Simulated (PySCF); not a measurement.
# CoBr4 (-2): ligand-field states, part 2 of 2

PySCF 2.14.0. Atoms count from 0. The steps go on from the part before.

### 5 Ligand-field states: state-averaged CASSCF (bond length × 1.04) in water

Job settings and geometry (Å):

```
{"job": {"kind": "lf", "basis": {"metal": "x2c-TZVPall", "ligand": "x2c-SVPall"}, "nevpt": true, "solvent": "water", "reuse": true}, "charge": -2, "metal": "Co", "open_shell": "d7"}
Co     0.000000     0.000000     0.000000
Br     1.492104     1.492104     1.492104
Br    -1.492104    -1.492104     1.492104
Br    -1.492104     1.492104    -1.492104
Br     1.492104    -1.492104    -1.492104
```

Level: state-averaged CASSCF of the metal d shell, SC-NEVPT2 on the averaged canonical orbitals, state-interaction spin-orbit coupling.

The log of the run:

```text
basis functions 176, electrons 169, active (7e, 5o)
start from the orbitals of the previous structure
stage 1: DIIS on the effective Fock matrix, level shift 0.30
cycle   1  E = -11806.1456413149  dE = -1.181e+04  max|g| = 3.906e+00
cycle   2  E = -11808.1664356849  dE = -2.021e+00  max|g| = 3.280e-01
cycle   3  E = -11807.9886205789  dE =  1.778e-01  max|g| = 3.161e-01
cycle   4  E = -11808.0520645886  dE = -6.344e-02  max|g| = 2.649e-01
cycle   5  E = -11808.2516402586  dE = -1.996e-01  max|g| = 1.808e-01
cycle   6  E = -11808.2192376508  dE =  3.240e-02  max|g| = 1.034e-01
cycle   7  E = -11808.2812407483  dE = -6.200e-02  max|g| = 1.049e-01
cycle   8  E = -11808.1070584776  dE =  1.742e-01  max|g| = 2.505e-01
cycle   9  E = -11807.5969061913  dE =  5.102e-01  max|g| = 5.593e-01
cycle  10  E = -11807.0185304830  dE =  5.784e-01  max|g| = 8.493e-01
cycle  11  E = -11806.4609864836  dE =  5.575e-01  max|g| = 1.093e+00
cycle  12  E = -11806.1018898461  dE =  3.591e-01  max|g| = 1.206e+00
cycle  13  E = -11805.7004802707  dE =  4.014e-01  max|g| = 1.341e+00
cycle  14  E = -11805.7973167532  dE = -9.684e-02  max|g| = 1.532e+00
cycle  15  E = -11805.6973359138  dE =  9.998e-02  max|g| = 1.405e+00
stage 2: quasi-Newton rotations from the point of smallest gradient
cycle  17  E = -11808.2891164791  dE = -6.988e-02  max|g| = 9.181e-02
cycle  18  E = -11808.2913669087  dE = -2.250e-03  max|g| = 4.656e-02
cycle  19  E = -11808.2920181159  dE = -6.512e-04  max|g| = 2.373e-03
cycle  20  E = -11808.2920265898  dE = -8.474e-06  max|g| = 5.165e-04
cycle  21  E = -11808.2920276364  dE = -1.047e-06  max|g| = 2.014e-04
cycle  22  E = -11808.2920277120  dE = -7.556e-08  max|g| = 4.886e-05
cycle  23  E = -11808.2920277169  dE = -4.913e-09  max|g| = 1.687e-05
cycle  24  E = -11808.2920277173  dE = -4.056e-10  max|g| = 2.174e-06
converged average energy = -11808.2920277173

 mult deg   label        CASSCF/cm-1   NEVPT2/cm-1
   4   1   4A2                 0.0           0.0
   4   3   4T2              1487.4        2291.9
   4   3   4T1              2635.9        4046.5
   4   3   4T1             19748.9       17740.3
   2   2   2E              19332.5       18380.8
   2   3   2T1             19390.2       18602.0
   2   1   2A1             19403.0       18847.2
   2   3   2T2             20130.4       19807.3
   2   3   2T1             24915.2       22753.9
   2   3   2T2             25395.1       24072.9
   2   3   2T1             26545.6       25021.2
   2   2   2E              26039.3       25074.8
   2   3   2T1             26269.6       25401.7
   2   3   2T2             28196.2       26373.2
   2   2   2E              28639.9       27366.3
   2   1   2A2             43358.9       38785.5
   2   3   2T2             43740.8       39314.8
   2   3   2T1             44028.8       39838.3
   2   2   2E              67569.4       59343.5
   2   3   2T2             68078.3       60210.8

spin-orbit levels / cm-1
      0.00  x4  4A2 0.93 4T2 0.07
   2125.14  x4  4T2 0.90 4T1 0.09
   2293.30  x2  4T2 0.95 4T1 0.05
   2580.33  x4  4T2 0.87 4A2 0.06 4T1 0.06
   2630.82  x2  4T2 0.98
   3661.69  x2  4T1 0.95 4T2 0.05
   4117.94  x4  4T1 0.92 4T2 0.08
   4625.37  x2  4T1 0.98
   4768.25  x4  4T1 0.92 4T2 0.08
  17660.75  x4  4T1 1.00
  17662.50  x2  4T1 1.00
  17934.79  x4  4T1 0.96
  18279.71  x2  4T1 0.92 2T1 0.06
  18285.91  x4  2E 0.66 2T1 0.32
  18397.34  x2  2T1 0.59 2A1 0.33 4T1 0.07
  19032.96  x4  2T1 0.64 2E 0.32 2T2 0.03
  19337.92  x2  2A1 0.65 2T1 0.34
  19782.63  x4  2T2 0.95
  20353.26  x2  2T2 1.00
  22731.58  x4  2T1 0.94
```

It took 21 s on 1 thread of Arm Neoverse V2, shared host; peak memory 0.56 GiB.

In short:

```
             quantity     value
spin-orbit constant ζ  498 cm⁻¹
```

Powder susceptibility:

```
T (K)  χT (cm³ K/mol)  μ(eff)
    2           2.886    4.80
   20           2.900    4.82
  100           2.965    4.87
  300           3.127    5.00
```

### 6 Ligand-field states: state-averaged CASSCF (bond length × 1.08) in water

Job settings and geometry (Å):

```
{"job": {"kind": "lf", "basis": {"metal": "x2c-TZVPall", "ligand": "x2c-SVPall"}, "nevpt": true, "solvent": "water", "reuse": true}, "charge": -2, "metal": "Co", "open_shell": "d7"}
Co     0.000000     0.000000     0.000000
Br     1.549492     1.549492     1.549493
Br    -1.549492    -1.549492     1.549493
Br    -1.549492     1.549492    -1.549493
Br     1.549492    -1.549492    -1.549493
```

Method: state-averaged CASSCF of the metal d shell, SC-NEVPT2 on the averaged canonical orbitals, state-interaction spin-orbit coupling.

The log of the run:

```text
basis functions 176, electrons 169, active (7e, 5o)
start from the orbitals of the previous structure
stage 1: DIIS on the effective Fock matrix, level shift 0.30
cycle   1  E = -11807.9294989474  dE = -1.181e+04  max|g| = 1.524e+00
cycle   2  E = -11808.2592969331  dE = -3.298e-01  max|g| = 1.114e-01
cycle   3  E = -11807.6986031928  dE =  5.607e-01  max|g| = 5.339e-01
cycle   4  E = -11807.6732117666  dE =  2.539e-02  max|g| = 4.411e-01
cycle   5  E = -11806.3240764224  dE =  1.349e+00  max|g| = 1.197e+00
cycle   6  E = -11805.6848516667  dE =  6.392e-01  max|g| = 1.559e+00
cycle   7  E = -11806.6799179572  dE = -9.951e-01  max|g| = 9.111e-01
cycle   8  E = -11805.6265874175  dE =  1.053e+00  max|g| = 1.569e+00
cycle   9  E = -11806.9204639903  dE = -1.294e+00  max|g| = 8.186e-01
cycle  10  E = -11807.0559192611  dE = -1.355e-01  max|g| = 8.902e-01
cycle  11  E = -11807.5354180897  dE = -4.795e-01  max|g| = 5.094e-01
cycle  12  E = -11807.3768746194  dE =  1.585e-01  max|g| = 7.095e-01
cycle  13  E = -11807.7233276108  dE = -3.465e-01  max|g| = 4.203e-01
cycle  14  E = -11807.6834462938  dE =  3.988e-02  max|g| = 5.038e-01
cycle  15  E = -11808.0832083351  dE = -3.998e-01  max|g| = 1.364e-01
stage 2: quasi-Newton rotations from the point of smallest gradient
cycle  17  E = -11808.2842013176  dE = -2.490e-02  max|g| = 1.556e-02
cycle  18  E = -11808.2847548721  dE = -5.536e-04  max|g| = 1.822e-02
cycle  19  E = -11808.2848516418  dE = -9.677e-05  max|g| = 5.358e-03
cycle  20  E = -11808.2848629452  dE = -1.130e-05  max|g| = 4.765e-04
cycle  21  E = -11808.2848633094  dE = -3.642e-07  max|g| = 1.984e-04
cycle  22  E = -11808.2848633588  dE = -4.940e-08  max|g| = 3.440e-05
cycle  23  E = -11808.2848633607  dE = -1.875e-09  max|g| = 7.721e-06
converged average energy = -11808.2848633607

 mult deg   label        CASSCF/cm-1   NEVPT2/cm-1
   4   1   4A2                 0.0           0.0
   4   3   4T2              1218.4        1892.9
   4   3   4T1              2163.2        3349.8
   4   3   4T1             19562.9       17443.0
   2   2   2E              19293.8       18355.8
   2   3   2T1             19325.4       18513.5
   2   1   2A1             19302.4       18632.3
   2   3   2T2             19897.4       19439.9
   2   3   2T1             24919.7       22670.3
   2   3   2T2             25365.6       24057.2
   2   3   2T1             26265.4       24475.8
   2   2   2E              25893.4       24910.1
   2   3   2T1             26036.5       25057.5
   2   3   2T2             27964.4       25900.0
   2   2   2E              28284.8       26605.1
   2   1   2A2             43444.6       38844.9
   2   3   2T2             43747.8       39281.4
   2   3   2T1             43970.7       39683.0
   2   2   2E              67779.9       59619.8
   2   3   2T2             68180.9       60319.5

spin-orbit levels / cm-1
      0.00  x4  4A2 0.91 4T2 0.09
   1722.13  x4  4T2 0.88 4T1 0.12
   1906.06  x2  4T2 0.92 4T1 0.07
   2223.65  x4  4T2 0.82 4T1 0.09 4A2 0.09
   2263.71  x2  4T2 0.97
   3009.72  x2  4T1 0.92 4T2 0.08
   3483.89  x4  4T1 0.89 4T2 0.11
   3976.39  x2  4T1 0.97
   4141.49  x4  4T1 0.90 4T2 0.10
  17395.19  x4  4T1 1.00
  17396.47  x2  4T1 1.00
  17674.78  x4  4T1 0.97
  18027.50  x2  4T1 0.98
  18265.41  x4  2E 0.61 2T1 0.37
  18307.21  x2  2T1 0.57 2A1 0.41
  18956.12  x4  2T1 0.55 2E 0.33 2T2 0.11
  19200.79  x2  2A1 0.58 2T1 0.42
  19478.12  x4  2T2 0.87 2T1 0.07 2E 0.05
  20029.28  x2  2T2 1.00
  22675.34  x4  2T1 0.94
```

Run time: 21 s. Hardware: 1 thread of Arm Neoverse V2, shared host; peak memory 0.54 GiB.

Key values:

```
             quantity     value
spin-orbit constant ζ  503 cm⁻¹
```

Powder susceptibility:

```
T (K)  χT (cm³ K/mol)  μ(eff)
    2           3.067    4.95
   20           3.085    4.97
  100           3.164    5.03
  300           3.360    5.18
```

### 7 Ligand field across the series

From the NEVPT2 states (cm⁻¹; the spread is that of the fitted one-electron ligand-field levels):

```
step             setting  ground state   next state  orbital spread  Racah B    ζ  μ(eff), 300 K
   2            as given           4A2  4T2 at 2800            2315      986  492           4.82
   3  bond length × 0.92           4A2  4T2 at 4342            3586      946  472           4.50
   4  bond length × 0.96           4A2  4T2 at 3463            2864      968  483           4.65
   5  bond length × 1.04           4A2  4T2 at 2292            1892     1001  498           5.00
   6  bond length × 1.08           4A2  4T2 at 1893            1561     1014  503           5.18
```

### 8 Summary of results

This closing draws on all 2 parts.

| quantity | value |
| --- | --- |
| spin-orbit constant ζ (step 2, state-averaged CASSCF in water) | 492 cm⁻¹ |
| ground multiplicity, μ(eff) at 300 K (step 2, 4 donors at 2.48 Å) | 4, 4.82 μB |
| ground multiplicity, μ(eff) at 300 K (step 3, 4 donors at 2.29 Å) | 4, 4.50 μB |
| ground multiplicity, μ(eff) at 300 K (step 4, 4 donors at 2.39 Å) | 4, 4.65 μB |
| ground multiplicity, μ(eff) at 300 K (step 5, 4 donors at 2.58 Å) | 4, 5.00 μB |
| ground multiplicity, μ(eff) at 300 K (step 6, 4 donors at 2.68 Å) | 4, 5.18 μB |

What this shows: In step 2, χT goes from 2.71 at 2 K to 2.91 cm³ K/mol at 300 K: nearly flat, so one level governs the whole range. The spread of the ligand-field levels runs from 1561 cm⁻¹ (bond length × 1.08) to 3586 cm⁻¹ (bond length × 0.92); μ(eff) at 300 K: 4.50 to 5.18 μB.
